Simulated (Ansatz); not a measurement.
# CGeN: the cost of one run

The runs use Ansatz 0.2.0, Gaussian basis; def2-QZVPP, all electrons in the functionals, frozen cores in the correlation of double hybrids and RPA.

The runs, in order: PBE, BLYP, r2SCAN, B97M-V, PBE0, B3LYP, wB97M-V, B2PLYP, at charge 0, doublet; charge 0, quartet; charge 1, singlet; charge 1, triplet (not every functional at every point).

8 further runs of the same task are left out: 1 that didn't finish, 7 set aside as unsound or not needed.

## 1. What is computed

The geometry is a PBE0/def2-TZVP stationary point (not a proven minimum). No spin-orbit coupling is included. The filled d shell of Ge may be among the frozen orbitals whatever the setting's name suggests; the logs give the count.

3 atoms, charge 0, spin multiplicity 2.

Atoms are counted from 1 here; the program's logs count them from 0.

Bond lengths: Ge1–C2 1.947 Å, C2–N3 1.160 Å. Angles: Ge1–C2–N3 180.0°.

No dispersion term is added; B97M-V, wB97M-V hold VV10 nonlocal correlation. B3LYP takes the VWN-RPA correlation.

The geometry shown and the zero of energy belong to the point charge 0, doublet. The yardstick, RCCSD(T), and other wave-function levels (R restricted, U unrestricted, valence and pair active spaces) come from earlier runs.

## 2. PBE, charge 0, doublet

in.yaml reads:

```yaml
crystal:
  periodic: [false, false, false]
  atoms:
    - {symbol: Ge, position_ang: [0.000000, 0.000000, 1.684600]}
    - {symbol: C, position_ang: [0.000000, 0.000000, -0.262100]}
    - {symbol: N, position_ang: [0.000000, 0.000000, -1.422500]}
basis:
  gaussian: {orbitals: "def2-QZVPP.json"}
magnetization: {spin_polarized: true, initial_magnetization: 1}
hamiltonian: {xc: {name: PBE}}
output: {orbitals: {seedname: orbitals}}
```

Command:

```console
$ ansatz run in.yaml --threads 1 --pin off --events-out ev --progress --plain --max-ram 2393MiB
```

**Question.** How long does this run take on 1 thread of Arm Neoverse V1, shared host, and how much memory does it need?

About 9.5 s, with a peak of 0.37 GiB.
